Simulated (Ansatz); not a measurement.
Working through a scan of the bond length of BBr

With the Python package of Ansatz (0.2.0).

Run as a notebook:

```python
from dataclasses import dataclass

import ansatz as az
from ase import Atoms
from ase.data import atomic_masses, atomic_numbers
import matplotlib.pyplot as plt
import numpy as np
```

```python
@dataclass(frozen=True)
class Settings:
    basis: str = 'def2-SVP'
    functional: str = 'b3lyp'
```

```python
cfg = Settings()
```

```python
atoms = Atoms(['B', 'Br'], positions=[
    (0.0, 0.0, 0.0),
    (0.0, 0.0, 1.93),
])
bbr = az.Crystal.molecule_from_ase(atoms)
```

```python
symbols = [site.symbol for site in bbr.cartesian_sites]
start = np.array([site.position_ang for site in bbr.cartesian_sites])
axis = (start[1] - start[0]) / np.linalg.norm(start[1] - start[0])
moving = [1]
lengths, energies = [1.698, 1.776, 1.853, 1.93, 2.007, 2.084, 2.162, 2.277], []
for length in lengths:
    xyz = start.copy()
    xyz[moving] += (length - np.linalg.norm(start[1] - start[0])) * axis
    point = az.Crystal.molecule()
    for symbol, place in zip(symbols, xyz):
        point = point.atom(symbol, place.tolist())
    setup = (
        point.calculation()
        .basis(gaussian=cfg.basis)
        .functional(cfg.functional)
    )
    report = setup.run(threads=1).report
    energies.append(report['free_energy_ev'])
    print(f'r = {length:6.3f} A  E = {energies[-1]:.5f} eV  <S^2> = {abs(report["mean_field"]["state"]["spin_squared"]):.3f}')
```

    r =  1.698 A  E = -70711.73305 eV  <S^2> = 0.000
    r =  1.776 A  E = -70712.05400 eV  <S^2> = 0.000
    r =  1.853 A  E = -70712.19045 eV  <S^2> = 0.000
    r =  1.930 A  E = -70712.20192 eV  <S^2> = 0.000
    r =  2.007 A  E = -70712.12684 eV  <S^2> = 0.000
    r =  2.084 A  E = -70711.99254 eV  <S^2> = 0.000
    r =  2.162 A  E = -70711.81603 eV  <S^2> = 0.000
    r =  2.277 A  E = -70711.51076 eV  <S^2> = 0.000

```python
fit = np.polynomial.Polynomial.fit(lengths, np.array(energies) - min(energies), 4).convert()
roots = [r.real for r in fit.deriv().roots() if abs(r.imag) < 1e-9 and fit.deriv(2)(r.real) > 0]
r_e = min(roots, key=lambda r: abs(r - lengths[int(np.argmin(energies))]))
print(f'minimum of the fit at {r_e:.4f} A, force constant {fit.deriv(2)(r_e):.2f} eV/A^2')
m1, m2 = (atomic_masses[atomic_numbers[s]] for s in symbols)
mu = m1 * m2 / (m1 + m2)
print(f'harmonic wavenumber {521.4709 * np.sqrt(fit.deriv(2)(r_e) / mu):.0f} 1/cm, rotational constant {16.857629 / (mu * r_e ** 2):.4f} 1/cm')
plt.figure(figsize=(4.5, 3))
plt.plot(lengths, np.array(energies) - min(energies), 'o-')
plt.xlabel('bond length (A)')
plt.ylabel('E - E(min) (eV)')
plt.tight_layout()
plt.savefig('scan.png', dpi=100)
```

    minimum of the fit at 1.8988 A, force constant 17.18 eV/A^2
    harmonic wavenumber 700 1/cm, rotational constant 0.4911 1/cm

The lowest point is at 1.930 Å. At the shortest distance (1.70 Å) the energy is 0.47 eV higher, at the longest (2.28 Å) 0.69 eV.

Total energies depend on the basis set; only differences at equal settings carry meaning. The basis set is modest, and single-reference methods fail as a bond breaks. b3lyp holds the VWN-RPA fit, as in Gaussian; the form of ORCA and Turbomole is b3lyp5. The orbitals are restricted, so S² is zero by construction. The spin state was assumed, and another may lie lower. Run time: 6.3 s on 1 thread of Arm Neoverse V1, on a shared host, peak memory 0.19 GiB.
